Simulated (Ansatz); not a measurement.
# SiH2F (SMILES F[SiH2]): UPBE/STO-3G

Aim: the electronic atomisation energy of SiH2F at UPBE/STO-3G, from 4 runs. 

The calculation is run with Ansatz 0.2.0.

46 further runs of the same task are left out: 46 set aside as unsound or not needed.

## (1) The system as given

SiH2F: 4 atoms, total charge 0, spin state doublet. SMILES: `F[SiH2]`. Geometry: relaxed at GFN2-xTB.

Bond lengths: F1–Si2 1.621 Å, Si2–H3 1.448 Å, Si2–H4 1.448 Å. Angles: F1–Si2–H3 104.7°, F1–Si2–H4 104.7°, H3–Si2–H4 120.2°.

## (2) A single-point energy at UPBE/STO-3G

Contents of in.yaml:

```yaml
crystal:
  periodic: [false, false, false]
  atoms:
    - {symbol: F, position_ang: [1.205590, 0.647540, -0.425510]}
    - {symbol: Si, position_ang: [-0.122150, -0.264920, -0.246870]}
    - {symbol: H, position_ang: [-1.219930, 0.678520, -0.261640]}
    - {symbol: H, position_ang: [0.136490, -1.061140, 0.934020]}
basis:
  gaussian:
    orbitals: STO-3G
magnetization:
  spin_polarized: true
  initial_magnetization: 1
hamiltonian:
  xc: {name: PBE}
accuracy: high
```

Command:

```console
$ ansatz run in.yaml --threads 1 --pin off --max-ram 2610MiB --events-out events.jsonl --progress --plain --runs-dir runs
```

What it wrote:

```text
Warning: RAYON_NUM_THREADS=1 ignored (pool sized by the plan → 1); use --threads N
Functional definition: PBE
  name "PBE"
  parameter kappa = 0.804
  parameter beta = 0.06672455060314922
  exchange = pbe_x(kappa = kappa, mu = beta*pi^2/3)
  correlation = pbe_c(beta = beta)
270 factors; integrals over basis functions are off by at most 2.6e-8 eV
mean field evaluation 1: about -10486.4024 eV, gradient 1.0e1 eV
mean field evaluation 2: about -10484.3179 eV, gradient 2.1e1 eV
mean field evaluation 4: about -10487.1598 eV, gradient 5.2e-1 eV
mean field evaluation 8: about -10487.1318 eV, gradient 4.6e-3 eV
mean field evaluation 16: about -10487.1318 eV, gradient 2.7e-8 eV
mean field -10487.13175045 eV, -385.3949833959 hartree, gradient 2.7e-8 eV, S^2 0.750255; 0 other end points of the search recorded, 0 dependent functions left out
reference -10487.13175193 eV, -385.3949834503 hartree; 13, 12 occupied and 3, 4 virtual orbitals, 270 factors
Total energy: -10487.13175193 eV, -385.3949834503 hartree
```

It took 1.2 s on 1 thread of Arm Neoverse V1, shared host; peak memory 0.11 GiB.

## (3) The F atom at the same level

Contents of input.yaml:

```yaml
crystal:
  periodic: [false, false, false]
  atoms:
    - {symbol: F, position_ang: [0.000000, 0.000000, 0.000000]}
basis:
  gaussian:
    orbitals: STO-3G
magnetization:
  spin_polarized: true
  initial_magnetization: 1
hamiltonian:
  xc: {name: PBE}
accuracy: high
```

Command:

```console
$ ansatz run input.yaml --threads 1 --pin off --max-ram 2610MiB --events-out events.jsonl --progress --plain --runs-dir runs
```

What it wrote, cut to the lines that bear on the results:

```text
Warning: RAYON_NUM_THREADS=1 ignored (pool sized by the plan → 1); use --threads N
[... 6 set-up lines as earlier in the session ...]
15 factors; integrals over basis functions are off by at most 1.2e-9 eV
mean field evaluation 1: about -2671.3014 eV, gradient 5.5e-12 eV
mean field evaluation 2: about -2671.3023 eV, gradient 3.7e-11 eV
mean field evaluation 4: about -2671.3022 eV, gradient 0.0e0 eV
mean field evaluation 8: about -2671.3022 eV, gradient 2.7e-2 eV
mean field evaluation 16: about -2671.3022 eV, gradient 2.3e-12 eV
mean field -2671.30230684 eV, -98.1685491027 hartree, gradient 1.4e-23 eV, S^2 0.750000; 5 other end points of the search recorded, 0 dependent functions left out
reference -2671.30230714 eV, -98.1685491137 hartree; 5, 4 occupied and 0, 1 virtual orbitals, 15 factors
Total energy: -2671.30230714 eV, -98.1685491137 hartree
```

Wall time 0.42 s (1 thread of Arm Neoverse V1, shared host).

## (4) The H atom at the same level

Contents of input.yaml:

```yaml
crystal:
  periodic: [false, false, false]
  atoms:
    - {symbol: H, position_ang: [0.000000, 0.000000, 0.000000]}
basis:
  gaussian:
    orbitals: STO-3G
magnetization:
  spin_polarized: true
  initial_magnetization: 1
hamiltonian:
  xc: pbe
accuracy: high
```

Run the same way, it converges to -0.46438 Eh (log not shown).

## (5) The Si atom, same level

Contents of job.yaml:

```yaml
crystal:
  periodic: [false, false, false]
  atoms:
    - {symbol: Si, position_ang: [0.000000, 0.000000, 0.000000]}
basis:
  gaussian:
    orbitals: STO-3G
hamiltonian:
  xc: {name: PBE}
accuracy: high
magnetization:
  spin_polarized: true
  initial_magnetization: 2
```

Command:

```console
$ ansatz run job.yaml --threads 1 --pin off --max-ram 2610MiB --events-out events.jsonl --progress --plain --runs-dir runs
```

What it wrote, cut to the lines that bear on the results:

```text
Warning: RAYON_NUM_THREADS=1 ignored (pool sized by the plan → 1); use --threads N
[... 6 set-up lines as earlier in the session ...]
42 factors; integrals over basis functions are off by at most 2.5e-9 eV
mean field evaluation 1: about -7776.2332 eV, gradient 6.4e-1 eV
mean field evaluation 2: about -7776.2343 eV, gradient 7.1e-2 eV
mean field evaluation 4: about -7776.2336 eV, gradient 1.1e-3 eV
mean field evaluation 8: about -7776.2336 eV, gradient 6.3e-10 eV
mean field evaluation 16: about -7776.2334 eV, gradient 2.7e-4 eV
mean field -7776.23358466 eV, -285.7713133159 hartree, gradient 5.3e-10 eV, S^2 2.000001; 1 other end points of the search recorded, 0 dependent functions left out
reference -7776.23358613 eV, -285.7713133700 hartree; 8, 6 occupied and 1, 3 virtual orbitals, 42 factors
Total energy: -7776.23358613 eV, -285.7713133700 hartree
```

Run time: 0.48 s. Hardware: 1 thread of Arm Neoverse V1, shared host.

## (6) What came out

Level: UPBE/STO-3G.

| quantity | value |
| --- | --- |
| molecule: total energy | -385.39498 Eh |
| molecule: ⟨S²⟩ | 0.750 |
| F atom: total energy | -98.16855 Eh |
| F atom: ⟨S²⟩ | 0.750 |
| H atom: total energy | -0.46438 Eh |
| H atom: ⟨S²⟩ | 0.750 |
| Si atom: total energy | -285.77131 Eh |
| Si atom: ⟨S²⟩ | 2.000 |
| electronic atomisation energy | 14.323 eV |

In words: Taking the molecule apart into free atoms costs 14.32 eV (1382 kJ/mol), before zero-point energy and without spin-orbit coupling. In a minimal basis such a difference can be off by several eV, whatever the method.
